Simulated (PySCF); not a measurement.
**A diatomic session: IF**

The task here is to estimate one member of a computed series from the others.

Method: I x2c-SVPall, F x2c-SVPall, spin-free X2C with a Gaussian nucleus; program: PySCF 2.14.0.

The first run:

Settings of the job:

```
atoms                         : I, F
charge                        : 0
basis                         : I x2c-SVPall, F x2c-SVPall
Hamiltonian                   : spin-free X2C with a Gaussian nucleus
basis functions               : 50
electrons treated             : 62
masses in u                   : 126.9045, 18.9984
levels                        : PBE0, PBE, r²SCAN, B2PLYP, PBEsol, BLYP, HSE06, HF, MP2, SCS-MP2, CCSD, CCSD(T)
grid                          : 80 radial by 434 angular points
occupations                   : held fixed by the projection of orbital angular momentum
dissociation limit            : I + F, each in its ground configuration
starting distance in angstrom : 1.925
values of 2S to try           : 0, 2
```

Run with:

```
$ OMP_NUM_THREADS=1 python dia.py task.json out
```

Steps of the session up to this table: Set-up; First curve: PBE0; Excited determinants; PBE; r²SCAN (meta-GGA); B2PLYP; PBEsol (GGA); BLYP (GGA); HSE06 (range-separated hybrid); RHF; MP2 and coupled cluster.

One of the session's tables, all rows but one given; the rest of the session is left out.

It belongs to the step «The curves together». Energy (eV) from each level's lowest point:

| R (Å) | RHF | RHF-MP2 | RHF-SCS-MP2 | RHF-CCSD | RHF-CCSD(T) |
| --- | --- | --- | --- | --- | --- |
| 1.676 | 1.222 | 1.495 | 1.514 | n/a | n/a |
| 1.754 | 0.476 | 0.669 | 0.684 | 0.669 | 0.699 |
| 1.832 | 0.103 | 0.216 | 0.226 | 0.218 | 0.237 |
| 1.891 | 0.000 | 0.053 | 0.059 | 0.054 | 0.065 |
| 1.949 | ? | ? | ? | ? | ? |
| 2.007 | 0.096 | 0.029 | 0.023 | 0.027 | 0.015 |
| 2.085 | 0.306 | 0.159 | 0.143 | 0.151 | 0.122 |
| 2.183 | 0.664 | 0.416 | 0.387 | 0.397 | 0.342 |
| 2.300 | 1.171 | 0.795 | 0.748 | 0.756 | 0.662 |
| 2.456 | 1.891 | 1.336 | 1.261 | n/a | n/a |

Q: Estimate the row for R (Å) = 1.949 from the others.

Worked estimate for «RHF». A straight line through the neighbours (1.891, 0.000) and (2.007, 0.096) gives 0.000 + (0.096 − 0.000) × (1.949 − 1.891) / (2.007 − 1.891) = 0.048; a parabola fitted to 4 rows on both sides gives 0.010.

As computed: RHF: 0.007; RHF-MP2: 0.000; RHF-SCS-MP2: 0.000; RHF-CCSD: 0.000; RHF-CCSD(T): 0.000. In «RHF» the line misses by +0.041 and the parabola by +0.003.
